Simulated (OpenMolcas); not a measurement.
# Pd⁷⁺: CASSCF and CASPT2 terms and fine-structure levels

Which level of Pd⁷⁺ lies lowest, and where do the others fall? The reference wave functions come first, then spin-orbit coupling, then second-order correlation under several settings.

Program: OpenMolcas 26.06. Level of theory: state-averaged CASSCF and CASPT2, spin-orbit coupling by RASSI with atomic mean-field integrals. These are calculated values, not measurements, unless marked.

## (1) The atom as given

- Species: Pd⁷⁺ (palladium, Z = 46, 39 electrons)
- Basis: ANO-R3 [8s6p5d3f2g1h], 101 functions
- Scalar Hamiltonian: X2C, finite nucleus
- Inactive shells: 1s 2s 2p 3s 3p 3d 4s 4p
- Active space: 3 electrons in 5 orbitals (4d)
- Some configurations of this space: 4d³
- Orbitals: optimised for each spin and parity, averaged over all roots

The outer shells:

4d3
```
4d [↑ ][↑ ][↑ ][  ][  ]
```

Each step is its own input file, run in one work folder so that later steps find the files of earlier ones. Labels, J, g values, rates, χT and fits are worked out afterwards by a script from the matrices that RASSI stores.

## (2) One- and two-electron integrals

The input, a.inp:

```
&GATEWAY
Coord
1

Pd 0.0 0.0 0.0
Basis=ANO-R3
Group=XYZ
NoMove
AngMom=0.0 0.0 0.0
AMFI
&SEWARD
```

Command:

```
OMP_NUM_THREADS=1 MOLCAS_MEM=2252 MOLCAS_PROJECT=a pymolcas a.inp > a.log
```

## (3) Reference wave functions, quartets of even parity, 10 roots

The input, a.inp:

```
&RASSCF
FileOrb=start.orb
Symmetry=1
Spin=4
nActEl=3 0 0
Inactive=9 9
Ras2=5 0
CIRoot=10 10 1
SDav=10
CIMx=300
Iter=120 100
PrWF=0.3
OrbListing=Nothing
MaxOrb=0
Atom
>>> COPY $Project.JobIph JOB001
```

start.orb holds the contracted functions of the basis, ordered by shell, or the orbitals of the step before.

## (4) CASSCF: doublets of even parity, 40 roots

The input, a.inp:

```
&RASSCF
FileOrb=start.orb
Symmetry=1
Spin=2
nActEl=3 0 0
Inactive=9 9
Ras2=5 0
CIRoot=40 40 1
SDav=40
CIMx=300
Iter=120 100
PrWF=0.3
OrbListing=Nothing
MaxOrb=0
Atom
>>> COPY $Project.JobIph JOB002
```

## (5) RASSI: spin-orbit coupling between the states

The input, a.inp:

```
&RASSI
NrOfJobIphs=2 10 28
1 2 3 4 5 6 7 8 9 10
1 2 3 4 5 6 7 8 9 10 11 12 13 14 15 16 17 18 19 20 21 22 23 24 25 26 27
28
IphNames
JOB001
JOB002
EJob
SpinOrbit
DIPRint=1.0
SOCoupling=1000.0
Subsets=2
MEES
Property=10
'ANGMOM' 1 'ANGMOM' 2 'ANGMOM' 3 'MLTPL  1' 1 'MLTPL  1' 2 'MLTPL  1' 3
'AMFI' 1 'AMFI' 2 'AMFI' 3 'MLTPL  2' 6
SOProperty=3
'ANGMOM' 1 'ANGMOM' 2 'ANGMOM' 3
```

## (6) CASPT2: IPEA 0.6, sigma2 regulariser 0.05 (closed shells correlated: 4s 4p), extended multistate

The input, a.inp:

```
>>> COPY JOB001 $Project.JobIph
&CASPT2
XMultistate=10 1 2 3 4 5 6 7 8 9 10
Frozen=8 6
IPEA=0.6
Sig2=0.05
MaxIter=60
WThr=0.0 0.3 0.05
PrWF=0.5
NoMix
>>> COPY JOB002 $Project.JobIph
&CASPT2
XMultistate=28 1 2 3 4 5 6 7 8 9 10 11 12 13 14 15 16 17 18 19 20 21 22
23 24 25 26 27 28
Frozen=8 6
IPEA=0.6
Sig2=0.05
MaxIter=60
WThr=0.0 0.3 0.05
PrWF=0.5
NoMix
```

## (7) CASPT2: IPEA 0.35, sigma1 regulariser 0.5 (closed shells correlated: none)

The input, a.inp:

```
>>> COPY JOB001 $Project.JobIph
&CASPT2
Multistate=10 1 2 3 4 5 6 7 8 9 10
Frozen=9 9
IPEA=0.35
Sig1=0.5
MaxIter=60
WThr=0.0 0.3 0.05
PrWF=0.5
NoMix
>>> COPY JOB002 $Project.JobIph
&CASPT2
Multistate=28 1 2 3 4 5 6 7 8 9 10 11 12 13 14 15 16 17 18 19 20 21 22
23 24 25 26 27 28
Frozen=9 9
IPEA=0.35
Sig1=0.5
MaxIter=60
WThr=0.0 0.3 0.05
PrWF=0.5
NoMix
```

## (8) CASPT2: IPEA 0.2, real shift 0.05 (closed shells correlated: none)

a.inp: that of step 7 with these lines changed.

```diff
@@ -4,4 +4,4 @@
 Frozen=9 9
-IPEA=0.35
-Sig1=0.5
+IPEA=0.2
+Shift=0.05
 MaxIter=60
@@ -15,4 +15,4 @@
 Frozen=9 9
-IPEA=0.35
-Sig1=0.5
+IPEA=0.2
+Shift=0.05
 MaxIter=60
```

(Steps that only read results are left out.)

**Question.** What will these runs give? Wanted: lowest level; first excited level; lowest level of another term; spin-orbit lowering of the lowest level; strongest of the lines computed, by gA.

As calculated:

| quantity | value |
| --- | --- |
| method | XMS-CASPT2, IPEA 0.6, sigma2 regulariser 0.05 (closed shells correlated: 4s 4p) |
| lowest level | 4d³ ⁴F_3/2, 97 % of that term, g = 0.411 |
| ground level listed by NIST | 4F3/2 |
| first excited level | 4d³ ⁴F_5/2 at 2270 cm⁻¹ |
| lowest level of another term | 4d³ ⁴P_3/2 at 16610 cm⁻¹ |
| spin-orbit lowering of the lowest level | 5145 cm⁻¹ |
| strongest of the lines computed, by gA (one parity, so forbidden lines), at CASSCF energies | 4d³ ²G_9/2 → 4d³ ⁴F_9/2, 619.1 nm, A = 5.17e+00 s⁻¹ |

What each method costs and misses:

```csv
method,time of its own steps,time with the reference,mean absolute difference from method B (cm-1)
A. CASSCF,12 s,12 s,1700
"B. XMS-CASPT2, IPEA 0.6, sigma2 regulariser 0.05, +4s 4p",9.1 s,21 s,0
"C. SS-CASPT2, IPEA 0.35, sigma1 regulariser 0.5, +none",9.1 s,21 s,470
"D. SS-CASPT2, IPEA 0.2, real shift 0.05, +none",8.9 s,21 s,460
```

Times are of one thread on a shared host.

**Reading.** The multiplet ⁴F is regular; its intervals divided by the larger J differ by 41 % of their mean, where Landé's rule for pure LS coupling makes them equal. Second-order correlation (method B) scales the levels of the lowest configuration above 5000 cm⁻¹ by 0.84 to 1.00. Only the configurations of the active space and the roots asked for are present. Not all states of the active space went into the spin-orbit step. CASPT2 does not keep the components of a term degenerate, and the means are used. Levels of other configurations are missing from the list.
